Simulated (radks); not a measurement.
# Numerical settings for Ti

Aim: see which numerical settings matter for neutral titanium. Each run changes a setting or two against a run with the defaults. The defaults are a mesh step of 0.008 in ln r, a mesh end at 40 bohr or more, Anderson mixing 0.5 over 9 steps and a tight residual threshold, with the energy settled to 1e-9 hartree as well; every run has a cap on iterations.

Method: Dirac Kohn-Sham, LDA (Slater exchange, Perdew-Wang correlation), spin-unpolarised, spherical densities, point nucleus; open shells fill j = l - 1/2 first. Code: radks (a radial shooting solver on a logarithmic mesh, Libxc functionals) version 1.

### Step 1. The atom as given

```
element       : titanium (Z = 22)
charge        : 0
electrons     : 22
configuration : [Ar] 3d2 4s2
```

### Step 2. Default settings

The run's settings:

```text
Z 22
configuration [Ar] 3d2 4s2
relativity Dirac
functional lda,pw
spin unpolarised
j_filling energy
nucleus point
c 137.035999084
max_iterations 100
```

Run with:

```sh
$ python run_ks.py task.json out
```

This one command runs every case of the session in turn.

### Step 3. Mesh step in ln r 0.005

Input: that of step 2 with these lines changed.

```diff
@@ -8,2 +8,3 @@
 c 137.035999084
+mesh_step 0.005
 max_iterations 100
```

### Step 4. Mesh step in ln r 0.05

Input: that of step 3 with these lines changed.

```diff
@@ -8,3 +8,3 @@
 c 137.035999084
-mesh_step 0.005
+mesh_step 0.05
 max_iterations 100
```

### Step 5. Mesh step in ln r 0.03

Input: that of step 4 with these lines changed.

```diff
@@ -8,3 +8,3 @@
 c 137.035999084
-mesh_step 0.05
+mesh_step 0.03
 max_iterations 100
```

### Step 6. Mesh end (bohr) 20

Input: that of step 5 with these lines changed.

```diff
@@ -8,3 +8,3 @@
 c 137.035999084
-mesh_step 0.03
+mesh_end 20
 max_iterations 100
```

### Step 7. Mesh end (bohr) 3

Input: that of step 6 with these lines changed.

```diff
@@ -8,3 +8,3 @@
 c 137.035999084
-mesh_end 20
+mesh_end 3
 max_iterations 100
```

### Step 8. Residual threshold 1e-13

Input: that of step 7 with these lines changed.

```diff
@@ -8,3 +8,3 @@
 c 137.035999084
-mesh_end 3
+threshold 1e-13
 max_iterations 100
```

### Step 9. Residual threshold 0.001

Input: that of step 8 with these lines changed.

```diff
@@ -8,3 +8,3 @@
 c 137.035999084
-threshold 1e-13
+threshold 0.001
 max_iterations 100
```

### Step 10. Mixing 2.5

Input: that of step 9 with these lines changed.

```diff
@@ -8,3 +8,3 @@
 c 137.035999084
-threshold 0.001
+mixing 2.5
 max_iterations 100
```

### Step 11. Mixing history 1, mixing 0.2

Input: that of step 10 with these lines changed.

```diff
@@ -8,3 +8,4 @@
 c 137.035999084
-mixing 2.5
+history 1
+mixing 0.2
 max_iterations 100
```

### Step 12. Mixing history 1, mixing 0.8

Input: that of step 11 with these lines changed.

```diff
@@ -9,3 +9,3 @@
 history 1
-mixing 0.2
+mixing 0.8
 max_iterations 100
```

### Step 13. Mixing history 2

Input: that of step 12 with these lines changed.

```diff
@@ -8,4 +8,3 @@
 c 137.035999084
-history 1
-mixing 0.8
+history 2
 max_iterations 100
```

### Step 14. Iteration cap 3

Input: that of step 13 with these lines changed.

```diff
@@ -8,3 +8,2 @@
 c 137.035999084
-history 2
-max_iterations 100
+max_iterations 3
```

Q: Predict the outcome of this session. Wanted: for each run, setting; iterations; converged; change of E.

**Answer**, as computed:

| setting | mesh points | iterations | converged | change of E (mhartree) | time |
| --- | --- | --- | --- | --- | --- |
| Default settings | 2669 | 13 | yes | 0 | 0.07 s |
| mesh step in ln r 0.005 | 4270 | 13 | yes | 0 | 0.1 s |
| mesh step in ln r 0.05 | 427 | 13 | yes | +0.000958 | 0.02 s |
| mesh step in ln r 0.03 | 712 | 13 | yes | 0 | 0.03 s |
| mesh end (bohr) 20 | 2390 | 13 | yes | 0 | 0.07 s |
| mesh end (bohr) 3 | 2153 | 13 | no | - | 0.05 s |
| residual threshold 1e-13 | 2669 | 19 | yes | 0 | 0.08 s |
| residual threshold 0.001 | 2669 | 7 | yes | 0 | 0.05 s |
| mixing 2.5 | 2669 | 18 | yes | 0 | 0.1 s |
| mixing history 1, mixing 0.2 | 2669 | 87 | yes | 0 | 0.29 s |
| mixing history 1, mixing 0.8 | 2669 | 100 | no | - | 0.4 s |
| mixing history 2 | 2669 | 17 | yes | 0 | 0.08 s |
| iteration cap 3 | 2669 | 3 | no | - | 0.03 s |

In words: A zero stands for a change under the printed digits. No run that converges misses the default energy by more than 1 mhartree. Not converged or rejected: mesh end (bohr) 3; mixing history 1, mixing 0.8; iteration cap 3. A mesh that ends early acts as a hard wall.
